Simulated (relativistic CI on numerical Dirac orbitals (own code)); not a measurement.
# Ir²⁺: L2,3 absorption multiplets

Wanted: the shape of the L2,3 absorption spectrum of Ir²⁺ in 4 surroundings, from the same atomic integrals.

Program: relativistic CI on numerical Dirac orbitals (own code) version 1. Level of theory: Dirac-Coulomb-Breit CI, KLI orbitals optimised for each configuration, model QED (radiative potential, 1s self-energy scaled to tabulated hydrogen-like ionisation energies), valence Slater integrals scaled by 0.9, multiplet model of core-to-valence dipole absorption in a parametric crystal field. These are calculated values, not measurements, unless marked.

**1. The system**

- ion: Ir²⁺ (Ir III)
- nuclear charge: 77
- electrons: 75
- configurations: [Xe] 4f14 5d7 → [He] 2s2 2p5 3s2 3p6 3d10 4s2 4p6 4d10 4f14 5s2 5p6 5d8
- magnetising field for the dichroism, Lz and Sz: exchange field 10 meV on Sz; these come from the lowest magnetised state alone (0 K)
- temperature of the isotropic spectrum: 80 K
- widths: Lorentz 5 eV, Gauss 1 eV
- surrounding 1: D4h, 10Dq = 21400, Ds = 1070, Dt = -360 cm⁻¹
- surrounding 2: D4h, 10Dq = 21400, Ds = 1710, Dt = -360 cm⁻¹
- surrounding 3: D4h, 10Dq = 21400, Ds = 2360, Dt = -360 cm⁻¹
- surrounding 4: D4h, 10Dq = 21400, Ds = 3000, Dt = -360 cm⁻¹

**2. Surrounding 1: D4h, 10Dq = 21400, Ds = 1070, Dt = -360**

Settings of the run:

```ini
atom Ir  Z=77  charge=2  electrons=75
nucleus A=193  rms_radius_fm=5.4032
hamiltonian dirac-coulomb  breit=on  qed=on  c_scale=1
orbitals kli  potential=per-configuration
slater_scale 0.9
correlation none
mixing on
configurations
  [Xe] 4f14 5d7
  [He] 2s2 2p5 3s2 3p6 3d10 4s2 4p6 4d10 4f14 5s2 5p6 5d8
end
absorption L2,3 T=80 lorentz=5 gauss=1
crystal_field D4h 10Dq=21400 Ds=1070 Dt=-360
```

**3. Surrounding 2: D4h, 10Dq = 21400, Ds = 1710, Dt = -360**

Changes to the settings of step 2:

```diff
@@ -12,2 +12,2 @@
 absorption L2,3 T=80 lorentz=5 gauss=1
-crystal_field D4h 10Dq=21400 Ds=1070 Dt=-360
+crystal_field D4h 10Dq=21400 Ds=1710 Dt=-360
```

**4. Surrounding 3: D4h, 10Dq = 21400, Ds = 2360, Dt = -360**

Changes to the settings of step 3:

```diff
@@ -12,2 +12,2 @@
 absorption L2,3 T=80 lorentz=5 gauss=1
-crystal_field D4h 10Dq=21400 Ds=1710 Dt=-360
+crystal_field D4h 10Dq=21400 Ds=2360 Dt=-360
```

**5. Surrounding 4: D4h, 10Dq = 21400, Ds = 3000, Dt = -360**

Changes to the settings of step 4:

```diff
@@ -12,2 +12,2 @@
 absorption L2,3 T=80 lorentz=5 gauss=1
-crystal_field D4h 10Dq=21400 Ds=2360 Dt=-360
+crystal_field D4h 10Dq=21400 Ds=3000 Dt=-360
```

(Steps that only read results are left out.)

Q: Predict the outcome of this session. Wanted: highest peak, first run; ground spin; share of the lower edge; core spin-orbit splitting.

As calculated:

| surrounding | ground S | Lz (0 K) | Sz (0 K) | centroid (eV) | share of the lower edge | up to four highest peaks (% of the highest), eV |
| --- | --- | --- | --- | --- | --- | --- |
| 1: D4h | 0.72 | -0.08 | -0.49 | 11441.43 | 0.858 | 11213.5 (100), 12824.0 (16) |
| 2: D4h | 0.72 | -0.07 | -0.49 | 11443.07 | 0.857 | 11213.5 (100), 12824.0 (16) |
| 3: D4h | 0.72 | -0.06 | -0.48 | 11444.20 | 0.857 | 11213.5 (100), 12824.0 (16) |
| 4: D4h | 0.72 | -0.05 | -0.48 | 11444.91 | 0.856 | 11213.5 (100), 12824.0 (16) |

```
                                 quantity           value
                  highest peak, first run      11213.5 eV
      ground spin (effective S from ⟨S²⟩)            0.72
                  share of the lower edge  0.856 to 0.858
core spin-orbit splitting (without Breit)      1643.56 eV
```

The lower edge takes 0.86 of the intensity in surrounding 1, above the statistical 0.67. The highest peak stays in place, within the step of the energy grid, in all surroundings. Edge positions are free-ion values and differ from those in solids by a few eV or more.
